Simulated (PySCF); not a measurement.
# C3H9NbO3S (NbS(OMe)3): the cost of one run

Computed with PySCF 2.14.0 and routines of our own; the level stands in each step. Atoms count from 0.

### Step 1. The system as given

17 atoms, charge 0, multiplicity 1; geometry from: GFN2-xTB.

### Step 2. Optimising the geometry at PBE0-D3(BJ)/def2-SVP

The job: settings as JSON, then the geometry in Å.

```
{"job": {"xc": "PBE0", "basis": "def2-SVP", "d3": "d3bj", "grid": 1, "maxiter": 30, "shake": 0.03, "kind": "geom"}, "charge": 0, "multiplicity": 1}
Nb     0.061590    -0.082990     0.056090
S     -0.046920    -0.032390     2.286570
O      1.578750    -0.684910    -0.265390
C      3.017290    -1.187270    -0.141190
H      3.190120    -1.246210     0.902150
H      3.619520    -0.544110    -0.680280
H      2.981540    -2.217400    -0.543220
O     -0.182780     1.764690    -0.266080
C     -0.418450     3.131030    -0.089420
H     -0.531520     3.371750     0.946040
H     -1.344990     3.409980    -0.664320
H      0.471190     3.649760    -0.543100
O     -1.486060    -1.048350    -0.308860
C     -2.548860    -1.907190    -0.169080
H     -2.706400    -2.165570     0.872540
H     -2.305800    -2.814750    -0.699600
H     -3.376760    -1.396670    -0.632610
```

Launch:

```
> OMP_NUM_THREADS=1 python heavy_run.py task.json out
```

This one command runs all jobs of the session in turn.

**Question.** How long does this first job take on 1 thread of Arm Neoverse V1, shared host, and how much memory does it need?

About 3.7 min, with a peak of 0.76 GiB.
